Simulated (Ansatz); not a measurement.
# C2H7FSn: small, medium and large basis sets

One table from this session's results is given with a row withheld; the runs are named, their logs left out.

Method: one geometry, several basis sets; program: Ansatz 0.2.0, Gaussian basis.

Levels to be run: PBE0-D4/def2-SVP; ωB97M-V/def2-SVP; PBE0-D4/def2-QZVPP; ωB97M-V/def2-QZVPP; the functionals' def2-TZVPP values are taken from earlier runs.

**The relaxed structure**

An earlier PBE0-D4 in a triple-zeta def2 set relaxation fixed the geometry. Sn takes the def2 core potential; no spin-orbit term is included.

SMILES `[CH3][SnH2][CH2]F`, 11 atoms, charge 0, spin multiplicity 1.

Atoms are counted from 1 here; the program's logs count them from 0.

Bond lengths: C1–Sn2 2.137 Å, C1–H5 1.090 Å, C1–H6 1.090 Å, C1–H7 1.090 Å, Sn2–C3 2.171 Å, Sn2–H8 1.710 Å, Sn2–H9 1.714 Å, C3–F4 1.390 Å, C3–H10 1.093 Å, C3–H11 1.093 Å. Angles: Sn2–C1–H5 110.4°, Sn2–C1–H6 109.3°, Sn2–C1–H7 110.0°, H5–C1–H6 109.1°, H5–C1–H7 109.0°, H6–C1–H7 109.0°, C1–Sn2–C3 108.3°, C1–Sn2–H8 110.9°, C1–Sn2–H9 111.2°, C3–Sn2–H8 108.9°, C3–Sn2–H9 108.3°, H8–Sn2–H9 109.2°, Sn2–C3–F4 109.3°, Sn2–C3–H10 110.9°, Sn2–C3–H11 111.6°, F4–C3–H10 108.1°, F4–C3–H11 108.2°, H10–C3–H11 108.6°.

As a file:

```xyz
11
charge 0, multiplicity 1
C     0.1471    1.7772    0.0453
Sn   -0.8022   -0.0990   -0.3346
C     0.5859   -1.6830    0.1940
F     1.0855   -1.4507    1.4705
H    -0.5540    2.5964   -0.1128
H     0.4979    1.8010    1.0770
H     0.9993    1.9055   -0.6222
H    -2.2200   -0.2665    0.6075
H    -1.2033   -0.2665   -1.9926
H     1.4293   -1.7095   -0.5014
H     0.0998   -2.6618    0.1899
```

Set-up of the first run:

in.yaml

```yaml
crystal:
  periodic: [false, false, false]
  atoms:
    - {symbol: C, position_ang: [0.147132, 1.777158, 0.045318]}
    - {symbol: Sn, position_ang: [-0.802199, -0.099029, -0.334562]}
    - {symbol: C, position_ang: [0.585934, -1.683025, 0.193955]}
    - {symbol: F, position_ang: [1.085509, -1.450712, 1.470538]}
    - {symbol: H, position_ang: [-0.554014, 2.596425, -0.112752]}
    - {symbol: H, position_ang: [0.497935, 1.801003, 1.076996]}
    - {symbol: H, position_ang: [0.999324, 1.905519, -0.622186]}
    - {symbol: H, position_ang: [-2.220005, -0.266541, 0.607489]}
    - {symbol: H, position_ang: [-1.203321, -0.266490, -1.992623]}
    - {symbol: H, position_ang: [1.429338, -1.709514, -0.501429]}
    - {symbol: H, position_ang: [0.099769, -2.661794, 0.189856]}
basis:
  gaussian: {orbitals: def2-SVP}
hamiltonian: {xc: pbe0, dispersion: d4}
output: {orbitals: {seedname: orbitals}}
```

Run with:

```bash
> ansatz run in.yaml --threads 4 --pin off --events-out ev --progress --plain --max-ram 10444MiB
```

Among the steps run: PBE0-D4 in def2-SVP; ωB97M-V in def2-SVP; PBE0-D4 in def2-QZVPP; ωB97M-V in def2-QZVPP.

One table of the session follows, with a row left open; its other results are not shown here.

It belongs to the step «Density functionals: the series». 

```
functional       basis  HOMO (eV)  LUMO (eV)
   PBE0-D4    def2-SVP      -7.69       0.79
   PBE0-D4  def2-TZVPP      -7.79       0.25
   PBE0-D4  def2-QZVPP      -7.82       0.09
   ωB97M-V    def2-SVP          ?          ?
   ωB97M-V  def2-TZVPP     -10.01       1.48
   ωB97M-V  def2-QZVPP     -10.03       1.11
```

**Question.** Estimate the row for ωB97M-V, def2-SVP.

**Answer.** HOMO (eV): -9.89; LUMO (eV): 2.40. In the column «HOMO (eV)» it lies between ωB97M-V, def2-TZVPP (-10.01) and PBE0-D4, def2-QZVPP (-7.82).
